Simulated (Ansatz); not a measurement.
The system is NiMoIrPdW.

```
Ni Mo Pd Ir W
1.0
     2.34460   -1.43138    0.00906
     2.34460    1.43138    0.00906
    -2.20600    0.00000   10.92374
Ni Mo Pd Ir W
1 1 1 1 1
Direct
  0.49838 0.49838 0.29525
  0.31773 0.31773 0.91207
  0.24733 0.24733 0.49061
  0.74982 0.74982 0.10802
  0.68673 0.68673 0.69406
```

The cell was built by a generator and needn't be a form met in nature.

Base run:

```yaml
Program: Ansatz 0.2.0
Functional: PBE
Potentials_or_basis: Ansatz PAW
Cutoff: "420 eV (not typed: the program's choice for these potentials)"
k_mesh: 11 × 11 × 3
Occupations: fermi-dirac, width 0.05 eV
Spin: collinear spin, ferromagnetic start
Starting_moments: "[1.0, 1.0, 0.0, 0.6, 0.0] μB"
```

Its results: band gap on the k mesh none (metal or under the smearing width); pressure 0.0 GPa; net moment 0.00 μB per cell; largest force 0.082 eV/Å.

Problem. The run is repeated on the same cell with these changes: functional from PBE to r2SCAN; cutoff from 420 eV (not typed: the program's choice for these potentials) to 500 eV (not typed: the program's choice for these potentials). What comes out?

Solution. Band gap on the k mesh none (metal or under the smearing width); pressure -4.8 GPa; net moment 0.48 μB per cell; site moments Ni +0.59; Mo -0.06; Pd +0.03; Ir +0.03; W -0.01 μB; largest force 0.129 eV/Å.

Caveats: the starting moments weren't kept; the magnetic or orbital state may not be the lowest (some runs); spin-orbit coupling is left out, which moves the levels of the heavy elements (some runs); the PAW data sets come from PBE, with cores solved anew for the run's functional, which leaves a small shift of forces and pressure (some runs).
